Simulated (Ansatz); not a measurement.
**C₄H₂Cl₂Ge: one species, many methods**

An exercise on one series of results from a longer session: the logs are not shown, and one member is left open.

The runs use Ansatz 0.2.0, Gaussian basis; functionals in def2-TZVPP, the program's frozen cores in correlated methods.

The runs, in order: LDA (SPW92), PBE-D4, revPBE-D4, BLYP-D4, r2SCAN-D4, B97M-V, PBE0-D4, B3LYP-D4, r2SCANh-D4, r2SCAN0-D4, HSE06-D4, BHLYP-D4, CAM-B3LYP-D4, LC-ωPBE, ωB97X-V, ωB97M-V, B2PLYP, PBE-QIDH; CCSD(T)/def2-SVP; CCSD(T)/def2-TZVPP; MP2/def2-QZVPP; extrapolation to the limit; RPA on PBE.

### The relaxed structure

All runs share one geometry, relaxed beforehand with PBE0-D4 in a triple-zeta def2 set.

SMILES `C#[C][Ge]([Cl])([Cl])[C]#C`, 9 atoms, charge 0, spin multiplicity 1.

Atoms are counted from 1 here; the program's logs count them from 0.

Bond lengths: C1–C2 1.203 Å, C1–H8 1.066 Å, C2–Ge3 1.878 Å, Ge3–Cl4 2.130 Å, Ge3–Cl5 2.130 Å, Ge3–C6 1.878 Å, C6–C7 1.203 Å, C7–H9 1.066 Å. Angles: C2–C1–H8 179.9°, C1–C2–Ge3 179.9°, C2–Ge3–Cl4 109.1°, C2–Ge3–Cl5 109.1°, C2–Ge3–C6 112.2°, Cl4–Ge3–Cl5 108.1°, Cl4–Ge3–C6 109.1°, Cl5–Ge3–C6 109.1°, Ge3–C6–C7 180.0°, C6–C7–H9 180.0°.

Set-up of the first run:

File in.yaml:

```yaml
crystal:
  periodic: [false, false, false]
  atoms:
    - {symbol: C, position_ang: [0.636635, -2.543197, 0.676952]}
    - {symbol: C, position_ang: [0.456169, -1.508335, 0.090297]}
    - {symbol: Ge, position_ang: [0.178545, 0.106243, -0.828057]}
    - {symbol: Cl, position_ang: [-1.173729, -0.230748, -2.438841]}
    - {symbol: Cl, position_ang: [2.029757, 0.770242, -1.645972]}
    - {symbol: C, position_ang: [-0.516694, 1.446744, 0.288638]}
    - {symbol: C, position_ang: [-0.961776, 2.305897, 1.003781]}
    - {symbol: H, position_ang: [0.795979, -3.459921, 1.197857]}
    - {symbol: H, position_ang: [-1.356286, 3.066775, 1.638243]}
basis:
  gaussian: {orbitals: def2-TZVPP}
hamiltonian: {xc: lda}
output: {orbitals: {seedname: orbitals}}
```

Launch:

```console
ansatz run in.yaml --threads 4 --pin off --events-out ev --progress --plain --max-ram 11315MiB
```

Steps of the session up to this table: LDA; PBE-D4 (GGA); revPBE-D4 (GGA); BLYP-D4 (GGA); r2SCAN-D4 (meta-GGA); B97M-V (meta-GGA); B3LYP-D4 (hybrid); r2SCANh-D4 (hybrid); r2SCAN0-D4 (hybrid); HSE06-D4 (hybrid); BHLYP-D4 (hybrid); CAM-B3LYP-D4 (range-separated); LC-ωPBE (range-separated); ωB97X-V (range-separated); ωB97M-V (range-separated); B2PLYP (double hybrid); PBE-QIDH (double hybrid).

One of the session's tables, all rows but one given; the rest of the session is left out.

It belongs to the step «Frontier levels by functional». 

| functional | HOMO (eV) | gap (eV) |
| --- | --- | --- |
| LDA (SPW92) | ? | ? |
| PBE-D4 | -7.53 | 5.40 |
| revPBE-D4 | -7.47 | 5.43 |
| BLYP-D4 | -7.34 | 5.34 |
| r2SCAN-D4 | -7.80 | 5.86 |
| B97M-V | -7.76 | 5.92 |
| PBE0-D4 | -8.79 | 7.55 |
| B3LYP-D4 | -8.51 | 7.08 |
| r2SCANh-D4 | -8.27 | 6.64 |
| r2SCAN0-D4 | -8.96 | 7.82 |
| HSE06-D4 | -8.38 | 6.77 |
| BHLYP-D4 | -9.84 | 9.63 |
| CAM-B3LYP-D4 | -10.15 | 10.01 |
| LC-ωPBE | -11.65 | 12.62 |
| ωB97X-V | -11.19 | 12.09 |
| ωB97M-V | -11.05 | 11.84 |

**Question.** Estimate the row for LDA (SPW92).

The run gave: HOMO (eV): -7.73; gap (eV): 5.31. In the column «HOMO (eV)» it lies between B97M-V (-7.76) and PBE-D4 (-7.53).
